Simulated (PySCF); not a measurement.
# A diatomic session: RuF, part 1 of 2

What are the lowest state that PBE0 finds, the bond length, vibrational wavenumber and bond energy of RuF, and how much do these hang on the method?

Method: Ru def2-TZVPP with ECP28, F def2-TZVPP, scalar-relativistic core potentials; program: PySCF 2.14.0.

**1. Input**

A driver script around PySCF takes these settings:

```
atoms                         : Ru, F
charge                        : 0
basis                         : Ru def2-TZVPP with ECP28, F def2-TZVPP
Hamiltonian                   : scalar-relativistic core potentials
basis functions               : 87
electrons treated             : 25
masses in u                   : 101.9043, 18.9984
levels                        : PBE0, PBE, r²SCAN, PW91, BP86, r²SCANh, BLYP, CAM-B3LYP, HF, MP2, SCS-MP2
grid                          : 80 radial by 434 angular points
occupations                   : held fixed by the projection of orbital angular momentum
dissociation limit            : Ru + F, each in its ground configuration
starting distance in angstrom : 1.810
values of 2S to try           : 1, 3, 5, 7
```

Launch:

```sh
> OMP_NUM_THREADS=1 python dia.py task.json out
```

After the search, every level is run at each distance in turn; below they are sorted by level.

**2. State search with unrestricted PBE0**

Unrestricted PBE0 solutions at 1.810 Å, counted from the lowest. The search isn't exhaustive.

```
2Ms+1         unpaired          term  E (eV)  ⟨S²⟩  ⟨Lz²⟩  μ (D)
    4    σ ↑, π ↑, δ ↑  not assigned    0.00  3.77   4.69  -3.76
    4        π ↑↑, δ ↑            ⁴Δ    0.07  3.80   4.01  -4.03
    4    σ ↑, π ↑, δ ↑  not assigned    0.07  3.75   5.01  -3.74
    6  σ ↑↑, π ↑↑, δ ↑            ⁶Δ    0.21  8.75   4.01  -0.88
    4        σ ↑, π ↑↑           ⁴Σ⁻    0.29  3.75   0.00  -4.07
    4        σ ↑, δ ↑↑           ⁴Σ⁻    0.49  3.76   0.00  -3.59
```

6 of 14 solutions are listed, lowest first.

A term symbol stands only where ⟨S²⟩ and ⟨Lz²⟩ are near those of a pure state. A positive dipole means Ru(−)F(+).

The most promising solutions are followed along the bond (rough minima from three points):

```
2Ms+1         unpaired  R at minimum (Å)  energy at minimum (eV)
    4    σ ↑, π ↑, δ ↑              1.90                    0.00
    4        π ↑↑, δ ↑              1.89                    0.09
    6  σ ↑↑, π ↑↑, δ ↑              1.92                    0.17
    4        σ ↑, π ↑↑              1.86                    0.34
    4        σ ↑, δ ↑↑              1.94                    0.38
    2        σ ↓, π ↑↑              1.85                    0.77
```

The search made 26 SCF attempts at the starting distance; with the short scans it took 88 s of wall time (1 thread of Arm Neoverse V1, shared host).

**3. First curve: PBE0**

State followed: quartet, unpaired electrons σ ↑, π ↑, δ ↑. The scan is laid around 1.901 Å.

Log of the SCF at 1.901 Å:

```text
******** <class 'pyscf.dft.uks_symm.SymAdaptedUKS'> ********
method = SymAdaptedUKS
initial guess = minao
damping factor = 0
level_shift factor = 0
DIIS = <class 'pyscf.scf.diis.CDIIS'>
diis_start_cycle = 1
diis_space = 10
diis_damp = 0
SCF conv_tol = 1e-09
SCF conv_tol_grad = None
SCF max_cycles = 60
direct_scf = False
max_memory 2100 MB (current use 638 MB)
number electrons alpha = 14  beta = 11
XC library pyscf.dft.libxc version 7.0.0
    S. Lehtola, C. Steigemann, M. J.T. Oliveira, and M. A.L. Marques.,  SoftwareX 7, 1–5 (2018)
XC functionals = PBE0
    C. Adamo and V. Barone.,  J. Chem. Phys. 110, 6158 (1999)
    M. Ernzerhof and G. E. Scuseria.,  J. Chem. Phys. 110, 5029 (1999)
small_rho_cutoff = 0
Overwritten attributes  get_j get_k get_hcore get_occ get_jk  of <class 'pyscf.dft.uks_symm.SymAdaptedUKS'>
<class 'pyscf.dft.uks_symm.SymAdaptedUKS'> does not have attributes  refdm
Set gradient conv threshold to 3.16228e-05
init E= -194.627685645018
cycle= 1 E= -194.617363939402  delta_E= 0.0103  |g|= 0.0179  |ddm|= 0.0508
cycle= 2 E= -194.617210683596  delta_E= 0.000153  |g|= 0.0302  |ddm|= 0.025
cycle= 3 E= -194.617510097463  delta_E= -0.000299  |g|= 0.00488  |ddm|= 0.0167
cycle= 4 E= -194.617520339239  delta_E= -1.02e-05  |g|= 0.00195  |ddm|= 0.0047
cycle= 5 E= -194.617523483287  delta_E= -3.14e-06  |g|= 0.000779  |ddm|= 0.00323
cycle= 6 E= -194.617524926975  delta_E= -1.44e-06  |g|= 0.000552  |ddm|= 0.00338
cycle= 7 E= -194.617525244953  delta_E= -3.18e-07  |g|= 0.000111  |ddm|= 0.00156
cycle= 8 E= -194.617525289766  delta_E= -4.48e-08  |g|= 5.12e-05  |ddm|= 0.000606
cycle= 9 E= -194.617525305426  delta_E= -1.57e-08  |g|= 2.78e-05  |ddm|= 0.000394
cycle= 10 E= -194.617525310675  delta_E= -5.25e-09  |g|= 1.11e-05  |ddm|= 0.00029
cycle= 11 E= -194.617525311557  delta_E= -8.82e-10  |g|= 6.76e-06  |ddm|= 9.95e-05
Extra cycle  E= -194.617525311685  delta_E= -1.28e-10  |g|= 5.4e-06  |ddm|= 1.96e-05
converged SCF energy = -194.617525311685  <S^2> = 3.7655455  2S+1 = 4.0077652
```

The curve and what changes along it:

```
 R (Å)  E (eV)  μ (D)  Mulliken charge of Ru (e)  Mayer bond order  ⟨S²⟩  HOMO (eV)  LUMO (eV)
1.6349  1.0905  -2.31                       0.39              1.04  3.76      -5.10      -2.43
1.7109  0.4675  -2.97                       0.43              0.97  3.76      -5.29      -2.46
1.7869  0.1397  -3.59                       0.46              0.92  3.77      -5.43      -2.49
1.8440  0.0285  -4.02                       0.49              0.88  3.77      -5.53      -2.54
1.9010  0.0000  -4.41                       0.51              0.84  3.77      -5.62      -2.71
1.9580  0.0321  -4.79                       0.52              0.81  3.77      -5.70      -2.85
2.0341  0.1417  -5.25                       0.55              0.78  3.76      -5.82      -3.03
2.1291  0.3479  -5.78                       0.57              0.74  3.76      -5.97      -3.22
2.2432  0.6510  -6.37                       0.59              0.71  3.76      -6.15      -3.43
2.3953  1.0885  -7.06                       0.60              0.68  3.77      -6.39      -3.68
```

The fit gives Re = 1.896 Å, ωe = 568 cm⁻¹, ωexe = 2.93 cm⁻¹, αe = 0.00221 cm⁻¹, Be = 0.2927 cm⁻¹, De = 3.98 eV, μ = -4.38 D.

Orbitals nearest the gap at 1.901 Å:

```
spin  orbital  ε (eV)  filled                          made of
   β        σ  -10.93     yes              F p 83 %, Ru d 12 %
   β        π  -10.11     yes              F p 87 %, Ru d 12 %
   β        π   -9.76     yes                         F p 92 %
   α        δ   -8.11     yes                       Ru d 100 %
   α        π   -7.42     yes              Ru d 74 %, F p 24 %
   α        δ   -7.35     yes                        Ru d 98 %
   α        π   -6.61     yes              Ru d 81 %, F p 17 %
   α        σ   -6.55     yes   Ru d 55 %, Ru s 34 %, F p 11 %
   β        δ   -5.97     yes                        Ru d 97 %
   β        π   -5.62     yes              Ru d 87 %, F p 11 %
   α        σ   -2.71      no  Ru s 54 %, Ru p 21 %, Ru d 17 %
   β        σ   -2.56      no             Ru s 80 %, Ru d 14 %
   β        π   -1.86      no                        Ru d 90 %
   α        π   -0.17      no                        Ru p 98 %
```

Polarisability there: 32.7 bohr³ along the bond, 37.3 across it. Without diffuse functions these come out too small, above all across the bond.

**4. Fields at the reference distance**

The fields below are evaluated on a grid from the run's orbitals.

Frontier orbitals at PBE0 (alpha spin), with the share of their density that lies nearest to each atom:

```
orbital  energy (eV)            lies on
   HOMO        -6.55  Ru1 87 %; F2 13 %
   LUMO        -2.71  Ru1 90 %; F2 10 %
```

ELF in a plane through or near 2 of the atoms.

Values, 10 rows by 14 columns:
```
0.00 0.00 0.00 0.03 0.09 0.13 0.08 0.01 0.00 0.00 0.00 0.00 0.00 0.00
0.00 0.00 0.03 0.21 0.40 0.49 0.35 0.06 0.01 0.01 0.00 0.00 0.00 0.00
0.00 0.01 0.04 0.23 0.46 0.56 0.38 0.09 0.07 0.11 0.05 0.01 0.00 0.00
0.00 0.00 0.01 0.15 0.45 0.66 0.38 0.14 0.47 0.59 0.31 0.09 0.00 0.00
0.00 0.00 0.00 0.13 0.67 0.69 0.65 0.34 0.81 0.81 0.63 0.22 0.02 0.00
0.00 0.00 0.00 0.14 0.71 0.04 0.68 0.40 0.66 0.63 0.68 0.25 0.02 0.00
0.00 0.00 0.01 0.12 0.54 0.82 0.50 0.23 0.72 0.79 0.49 0.16 0.01 0.00
0.00 0.00 0.03 0.20 0.45 0.58 0.37 0.10 0.19 0.31 0.15 0.04 0.00 0.00
0.00 0.00 0.04 0.24 0.46 0.55 0.38 0.08 0.04 0.06 0.03 0.00 0.00 0.00
0.00 0.00 0.01 0.12 0.27 0.35 0.24 0.04 0.00 0.00 0.00 0.00 0.00 0.00
```
The map spans 7.1 Å across and 5.2 Å up, centred on the molecule. Atoms in the plane (x, y in Å): Ru1 (-1.0, 0.0), F2 (1.0, 0.0).

On the surface of density 0.002 e/bohr³ the electrostatic potential runs, from the 1st to the 99th percentile, from -2.04 V near F2 to 4.40 V near Ru1.

The spin density lies nearest to Ru1 96 %.

Core electrons inside the core potentials are missing from the density.

**5. Other states along the same grid**

State 2: ⁴Δ (quartet), unpaired electrons π ↑↑, δ ↑, an excited solution.

The SCF at the reference distance, 1.901 Å, printed:

```text
[... 13 set-up lines left out, the same as in an earlier log ...]
max_memory 2100 MB (current use 691 MB)
[... 8 set-up lines left out, the same as in an earlier log ...]
init E= -194.625366147743
cycle= 1 E= -194.613914645347  delta_E= 0.0115  |g|= 0.0217  |ddm|= 0.0635
cycle= 2 E= -194.613608973989  delta_E= 0.000306  |g|= 0.0389  |ddm|= 0.0347
cycle= 3 E= -194.614106394601  delta_E= -0.000497  |g|= 0.00501  |ddm|= 0.0229
cycle= 4 E= -194.614114897252  delta_E= -8.5e-06  |g|= 0.00288  |ddm|= 0.00591
cycle= 5 E= -194.614118495246  delta_E= -3.6e-06  |g|= 0.000863  |ddm|= 0.00264
cycle= 6 E= -194.614119301554  delta_E= -8.06e-07  |g|= 0.000544  |ddm|= 0.00218
cycle= 7 E= -194.614119619072  delta_E= -3.18e-07  |g|= 0.000162  |ddm|= 0.00128
cycle= 8 E= -194.614119773164  delta_E= -1.54e-07  |g|= 0.000112  |ddm|= 0.00106
cycle= 9 E= -194.614119992289  delta_E= -2.19e-07  |g|= 6.03e-05  |ddm|= 0.00217
cycle= 10 E= -194.614120096501  delta_E= -1.04e-07  |g|= 8.89e-06  |ddm|= 0.00262
cycle= 11 E= -194.614120097458  delta_E= -9.57e-10  |g|= 5.21e-06  |ddm|= 0.000256
Extra cycle  E= -194.614120097452  delta_E= 6.14e-12  |g|= 7.46e-06  |ddm|= 1.09e-05
converged SCF energy = -194.614120097452  <S^2> = 3.8020807  2S+1 = 4.0259561
```

Re = 1.885 Å, ωe = 560 cm⁻¹, ωexe = 2.99 cm⁻¹, αe = 0.00224 cm⁻¹, Be = 0.2962 cm⁻¹, μ = -4.56 D. Its minimum lies 0.09 eV above that of the lowest state.

State 3: ⁶Δ (sextet), unpaired electrons σ ↑↑, π ↑↑, δ ↑, an excited solution.

Output of the SCF at 1.901 Å:

```text
[... 14 set-up lines left out, the same as in an earlier log ...]
number electrons alpha = 15  beta = 10
[... 7 set-up lines left out, the same as in an earlier log ...]
init E= -194.623160169712
cycle= 1 E= -194.611229914874  delta_E= 0.0119  |g|= 0.0192  |ddm|= 0.0519
cycle= 2 E= -194.610855132537  delta_E= 0.000375  |g|= 0.0397  |ddm|= 0.0326
cycle= 3 E= -194.611384678542  delta_E= -0.00053  |g|= 0.00371  |ddm|= 0.0189
cycle= 4 E= -194.611388458937  delta_E= -3.78e-06  |g|= 0.0011  |ddm|= 0.00219
cycle= 5 E= -194.611388920326  delta_E= -4.61e-07  |g|= 0.00023  |ddm|= 0.000761
cycle= 6 E= -194.611388949581  delta_E= -2.93e-08  |g|= 9.58e-05  |ddm|= 0.000286
cycle= 7 E= -194.611388953136  delta_E= -3.56e-09  |g|= 3.02e-05  |ddm|= 8.36e-05
cycle= 8 E= -194.611388953689  delta_E= -5.53e-10  |g|= 6.64e-06  |ddm|= 4.11e-05
Extra cycle  E= -194.611388953663  delta_E= 2.67e-11  |g|= 1.3e-05  |ddm|= 1.11e-05
converged SCF energy = -194.611388953663  <S^2> = 8.7525939  2S+1 = 6.0008646
```

Re = 1.910 Å, ωe = 602 cm⁻¹, ωexe = 2.97 cm⁻¹, αe = 0.00196 cm⁻¹, Be = 0.2887 cm⁻¹, μ = -1.64 D. Its minimum lies 0.17 eV above that of the lowest state.

State 4: ⁴Σ⁻ (quartet), unpaired electrons σ ↑, π ↑↑, an excited solution.

Log of the SCF at 1.901 Å:

```text
[... 22 set-up lines left out, the same as in an earlier log ...]
init E= -194.614770104474
cycle= 1 E= -194.603899196564  delta_E= 0.0109  |g|= 0.0202  |ddm|= 0.0521
cycle= 2 E= -194.603608496184  delta_E= 0.000291  |g|= 0.0385  |ddm|= 0.0291
cycle= 3 E= -194.604092925296  delta_E= -0.000484  |g|= 0.00411  |ddm|= 0.0192
cycle= 4 E= -194.604104689481  delta_E= -1.18e-05  |g|= 0.00202  |ddm|= 0.00595
cycle= 5 E= -194.604110467259  delta_E= -5.78e-06  |g|= 0.00093  |ddm|= 0.00525
cycle= 6 E= -194.604113869576  delta_E= -3.4e-06  |g|= 0.000703  |ddm|= 0.0062
cycle= 7 E= -194.604114536122  delta_E= -6.67e-07  |g|= 0.000145  |ddm|= 0.00281
cycle= 8 E= -194.604114593309  delta_E= -5.72e-08  |g|= 5.69e-05  |ddm|= 0.000929
cycle= 9 E= -194.604114597358  delta_E= -4.05e-09  |g|= 1.28e-05  |ddm|= 0.000216
cycle= 10 E= -194.604114597546  delta_E= -1.88e-10  |g|= 1.92e-06  |ddm|= 4.4e-05
Extra cycle  E= -194.604114597547  delta_E= -9.09e-13  |g|= 2.35e-06  |ddm|= 3.25e-06
converged SCF energy = -194.604114597547  <S^2> = 3.7551429  2S+1 = 4.0025706
```

Re = 1.857 Å, ωe = 568 cm⁻¹, ωexe = 2.00 cm⁻¹, αe = 0.00209 cm⁻¹, Be = 0.3053 cm⁻¹, μ = -4.41 D. Its minimum lies 0.35 eV above that of the lowest state.

Energy (eV) from the lowest point of the lowest state:

```
R (Å)  lowest  state 2  state 3  state 4
1.635   1.091    1.031    1.513    1.067
1.711   0.467    0.481    0.773    0.612
1.787   0.140    0.198    0.366    0.400
1.844   0.029    0.107    0.218    0.349
1.901   0.000    0.093    0.167    0.365
1.958   0.032    0.134    0.189    0.430
2.034   0.142    0.249    0.300    0.574
2.129   0.348    0.456    0.523    0.814
2.243   0.651    0.752    0.858    1.150
2.395   1.089    1.175    1.343    1.627
```

**6. PBE (GGA)**

The SCF at the reference distance, 1.901 Å, printed:

```text
[... 17 set-up lines left out, the same as in an earlier log ...]
XC functionals = PBE
    J. P. Perdew, K. Burke, and M. Ernzerhof.,  Phys. Rev. Lett. 77, 3865 (1996)
    J. P. Perdew, K. Burke, and M. Ernzerhof.,  Phys. Rev. Lett. 78, 1396 (1997)
    J. P. Perdew, K. Burke, and M. Ernzerhof.,  Phys. Rev. Lett. 77, 3865 (1996)
    J. P. Perdew, K. Burke, and M. Ernzerhof.,  Phys. Rev. Lett. 78, 1396 (1997)
[... 2 set-up lines left out, the same as in an earlier log ...]
init E= -194.647878683393
cycle= 1 E= -194.643228890645  delta_E= 0.00465  |g|= 0.144  |ddm|= 0.233
cycle= 2 E= -194.588558456811  delta_E= 0.0547  |g|= 0.427  |ddm|= 0.371
cycle= 3 E= -194.651227474344  delta_E= -0.0627  |g|= 0.0429  |ddm|= 0.225
cycle= 4 E= -194.651855114828  delta_E= -0.000628  |g|= 0.0246  |ddm|= 0.0568
cycle= 5 E= -194.652100567074  delta_E= -0.000245  |g|= 0.00393  |ddm|= 0.0208
cycle= 6 E= -194.652107053199  delta_E= -6.49e-06  |g|= 0.00112  |ddm|= 0.00257
cycle= 7 E= -194.652107509094  delta_E= -4.56e-07  |g|= 0.000192  |ddm|= 0.000678
cycle= 8 E= -194.652107525616  delta_E= -1.65e-08  |g|= 6.41e-05  |ddm|= 0.000249
cycle= 9 E= -194.652107527212  delta_E= -1.6e-09  |g|= 1.93e-05  |ddm|= 7.57e-05
cycle= 10 E= -194.652107527362  delta_E= -1.49e-10  |g|= 3.2e-06  |ddm|= 1.86e-05
Extra cycle  E= -194.652107527348  delta_E= 1.39e-11  |g|= 6.8e-06  |ddm|= 1.03e-05
converged SCF energy = -194.652107527348  <S^2> = 3.7628275  2S+1 = 4.0064086
```

Re = 1.891 Å, ωe = 578 cm⁻¹, ωexe = 3.27 cm⁻¹, αe = 0.00227 cm⁻¹, Be = 0.2943 cm⁻¹, De = 4.49 eV, μ = -3.60 D. 19 s of CPU time for 12 points, integrals apart.

**7. r²SCAN (meta-GGA)**

Log of the SCF at 1.901 Å:

```text
[... 17 set-up lines left out, the same as in an earlier log ...]
XC functionals = R2SCAN
    J. W. Furness, A. D. Kaplan, J. Ning, J. P. Perdew, and J. Sun.,  J. Phys. Chem. Lett. 11, 8208-8215 (2020)
    J. W. Furness, A. D. Kaplan, J. Ning, J. P. Perdew, and J. Sun.,  J. Phys. Chem. Lett. 11, 9248-9248 (2020)
    J. W. Furness, A. D. Kaplan, J. Ning, J. P. Perdew, and J. Sun.,  J. Phys. Chem. Lett. 11, 8208-8215 (2020)
    J. W. Furness, A. D. Kaplan, J. Ning, J. P. Perdew, and J. Sun.,  J. Phys. Chem. Lett. 11, 9248-9248 (2020)
[... 2 set-up lines left out, the same as in an earlier log ...]
init E= -194.718979493673
cycle= 1 E= -194.720085220255  delta_E= -0.00111  |g|= 0.0368  |ddm|= 0.146
cycle= 2 E= -194.716558729188  delta_E= 0.00353  |g|= 0.108  |ddm|= 0.0855
cycle= 3 E= -194.720709012709  delta_E= -0.00415  |g|= 0.0089  |ddm|= 0.0565
cycle= 4 E= -194.720744625265  delta_E= -3.56e-05  |g|= 0.00548  |ddm|= 0.0137
cycle= 5 E= -194.720757540645  delta_E= -1.29e-05  |g|= 0.00176  |ddm|= 0.005
cycle= 6 E= -194.72076236734  delta_E= -4.83e-06  |g|= 0.00121  |ddm|= 0.00731
cycle= 7 E= -194.720763539588  delta_E= -1.17e-06  |g|= 0.000373  |ddm|= 0.00365
cycle= 8 E= -194.720763660952  delta_E= -1.21e-07  |g|= 9.27e-05  |ddm|= 0.00114
cycle= 9 E= -194.7207636743  delta_E= -1.33e-08  |g|= 2.6e-05  |ddm|= 0.000408
cycle= 10 E= -194.720763676482  delta_E= -2.18e-09  |g|= 1.24e-05  |ddm|= 0.000195
cycle= 11 E= -194.72076367668  delta_E= -1.98e-10  |g|= 1.69e-06  |ddm|= 7.36e-05
Extra cycle  E= -194.72076367668  delta_E= 5.68e-14  |g|= 2.11e-06  |ddm|= 3.19e-06
converged SCF energy = -194.72076367668  <S^2> = 3.7778587  2S+1 = 4.0139052
```

Re = 1.886 Å, ωe = 589 cm⁻¹, ωexe = 3.21 cm⁻¹, αe = 0.00223 cm⁻¹, Be = 0.2961 cm⁻¹, De = 4.20 eV, μ = -3.87 D. 30 s of CPU time for 12 points, integrals apart.

**8. PW91 (GGA)**

The SCF at the reference distance, 1.901 Å, printed:

```text
[... 13 set-up lines left out, the same as in an earlier log ...]
max_memory 2100 MB (current use 692 MB)
[... 3 set-up lines left out, the same as in an earlier log ...]
XC functionals = PW91,PW91
    J. P. Perdew. In P. Ziesche and H. Eschrig, editors, Proceedings of the 75. WE-Heraeus-Seminar and 21st Annual International Symposium on Electronic Structure of Solids, 11. Berlin, 1991. Akademie Verlag.
    J. P. Perdew, J. A. Chevary, S. H. Vosko, K. A. Jackson, M. R. Pederson, D. J. Singh, and C. Fiolhais.,  Phys. Rev. B 46, 6671 (1992)
    J. P. Perdew, J. A. Chevary, S. H. Vosko, K. A. Jackson, M. R. Pederson, D. J. Singh, and C. Fiolhais.,  Phys. Rev. B 48, 4978 (1993)
    J. P. Perdew. In P. Ziesche and H. Eschrig, editors, Proceedings of the 75. WE-Heraeus-Seminar and 21st Annual International Symposium on Electronic Structure of Solids, 11. Berlin, 1991. Akademie Verlag.
    J. P. Perdew, J. A. Chevary, S. H. Vosko, K. A. Jackson, M. R. Pederson, D. J. Singh, and C. Fiolhais.,  Phys. Rev. B 46, 6671 (1992)
    J. P. Perdew, J. A. Chevary, S. H. Vosko, K. A. Jackson, M. R. Pederson, D. J. Singh, and C. Fiolhais.,  Phys. Rev. B 48, 4978 (1993)
[... 2 set-up lines left out, the same as in an earlier log ...]
init E= -194.764223138064
cycle= 1 E= -194.761853816379  delta_E= 0.00237  |g|= 0.123  |ddm|= 0.227
cycle= 2 E= -194.71893839204  delta_E= 0.0429  |g|= 0.376  |ddm|= 0.331
cycle= 3 E= -194.767788496556  delta_E= -0.0489  |g|= 0.0409  |ddm|= 0.198
cycle= 4 E= -194.768373009724  delta_E= -0.000585  |g|= 0.0231  |ddm|= 0.0527
cycle= 5 E= -194.768590400011  delta_E= -0.000217  |g|= 0.00301  |ddm|= 0.0191
cycle= 6 E= -194.768594173789  delta_E= -3.77e-06  |g|= 0.000957  |ddm|= 0.00225
cycle= 7 E= -194.768594518051  delta_E= -3.44e-07  |g|= 0.000186  |ddm|= 0.000621
cycle= 8 E= -194.768594534583  delta_E= -1.65e-08  |g|= 5.25e-05  |ddm|= 0.000236
cycle= 9 E= -194.768594535632  delta_E= -1.05e-09  |g|= 1.58e-05  |ddm|= 7.19e-05
cycle= 10 E= -194.768594535739  delta_E= -1.07e-10  |g|= 3.12e-06  |ddm|= 1.99e-05
Extra cycle  E= -194.768594535732  delta_E= 6.65e-12  |g|= 5.24e-06  |ddm|= 9.21e-06
converged SCF energy = -194.768594535732  <S^2> = 3.7634507  2S+1 = 4.0067197
```

Re = 1.889 Å, ωe = 581 cm⁻¹, ωexe = 3.29 cm⁻¹, αe = 0.00227 cm⁻¹, Be = 0.2950 cm⁻¹, De = 4.52 eV, μ = -3.59 D. 12 s of CPU time for 12 points, integrals apart.

**9. BP86 (GGA)**

Log of the SCF at 1.901 Å:

```text
[... 17 set-up lines left out, the same as in an earlier log ...]
XC functionals = B88,P86
    A. D. Becke.,  Phys. Rev. A 38, 3098 (1988)
    J. P. Perdew.,  Phys. Rev. B 33, 8822 (1986)
[... 2 set-up lines left out, the same as in an earlier log ...]
init E= -194.819613353515
cycle= 1 E= -194.815872850515  delta_E= 0.00374  |g|= 0.14  |ddm|= 0.246
cycle= 2 E= -194.764927666109  delta_E= 0.0509  |g|= 0.413  |ddm|= 0.367
cycle= 3 E= -194.823413993697  delta_E= -0.0585  |g|= 0.0428  |ddm|= 0.221
cycle= 4 E= -194.824018114641  delta_E= -0.000604  |g|= 0.0249  |ddm|= 0.0548
cycle= 5 E= -194.824269242243  delta_E= -0.000251  |g|= 0.00354  |ddm|= 0.0192
cycle= 6 E= -194.824274512027  delta_E= -5.27e-06  |g|= 0.00103  |ddm|= 0.00229
cycle= 7 E= -194.824274896511  delta_E= -3.84e-07  |g|= 0.000195  |ddm|= 0.00064
cycle= 8 E= -194.824274913743  delta_E= -1.72e-08  |g|= 6.05e-05  |ddm|= 0.000239
cycle= 9 E= -194.824274915117  delta_E= -1.37e-09  |g|= 1.66e-05  |ddm|= 5.6e-05
cycle= 10 E= -194.824274915232  delta_E= -1.15e-10  |g|= 2.8e-06  |ddm|= 1.81e-05
Extra cycle  E= -194.824274915228  delta_E= 3.98e-12  |g|= 4.08e-06  |ddm|= 7e-06
converged SCF energy = -194.824274915228  <S^2> = 3.7629251  2S+1 = 4.0064573
```

Re = 1.890 Å, ωe = 582 cm⁻¹, ωexe = 3.29 cm⁻¹, αe = 0.00226 cm⁻¹, Be = 0.2946 cm⁻¹, De = 4.46 eV, μ = -3.60 D.

**10. r²SCANh (hybrid meta-GGA)**

The SCF at the reference distance, 1.901 Å, printed:

```text
[... 17 set-up lines left out, the same as in an earlier log ...]
XC functionals = HYB_MGGA_XC_R2SCANH
    M. Bursch, H. Neugebauer, S. Ehlert, and S. Grimme.,  J. Chem. Phys. 156, 134105 (2022)
[... 2 set-up lines left out, the same as in an earlier log ...]
init E= -194.695512765469
cycle= 1 E= -194.696238693264  delta_E= -0.000726  |g|= 0.00726  |ddm|= 0.0819
cycle= 2 E= -194.696272457066  delta_E= -3.38e-05  |g|= 0.0102  |ddm|= 0.0229
cycle= 3 E= -194.696312619066  delta_E= -4.02e-05  |g|= 0.00326  |ddm|= 0.00762
cycle= 4 E= -194.696322021505  delta_E= -9.4e-06  |g|= 0.00321  |ddm|= 0.00545
cycle= 5 E= -194.696334734017  delta_E= -1.27e-05  |g|= 0.00169  |ddm|= 0.0087
cycle= 6 E= -194.696340752049  delta_E= -6.02e-06  |g|= 0.000822  |ddm|= 0.00677
cycle= 7 E= -194.696342613953  delta_E= -1.86e-06  |g|= 0.000382  |ddm|= 0.0051
cycle= 8 E= -194.696342898071  delta_E= -2.84e-07  |g|= 0.000107  |ddm|= 0.00171
cycle= 9 E= -194.69634297379  delta_E= -7.57e-08  |g|= 4.32e-05  |ddm|= 0.00113
cycle= 10 E= -194.696342983829  delta_E= -1e-08  |g|= 1.21e-05  |ddm|= 0.000441
cycle= 11 E= -194.69634298447  delta_E= -6.41e-10  |g|= 3.68e-06  |ddm|= 0.000136
Extra cycle  E= -194.696342984466  delta_E= 4.15e-12  |g|= 7.11e-06  |ddm|= 7.54e-06
converged SCF energy = -194.696342984466  <S^2> = 3.7770757  2S+1 = 4.013515
```

Re = 1.889 Å, ωe = 583 cm⁻¹, ωexe = 3.09 cm⁻¹, αe = 0.00221 cm⁻¹, Be = 0.2951 cm⁻¹, De = 4.02 eV, μ = -4.14 D. 42 s of CPU time for 12 points, integrals apart.

(Continued in part 2 of 2.)
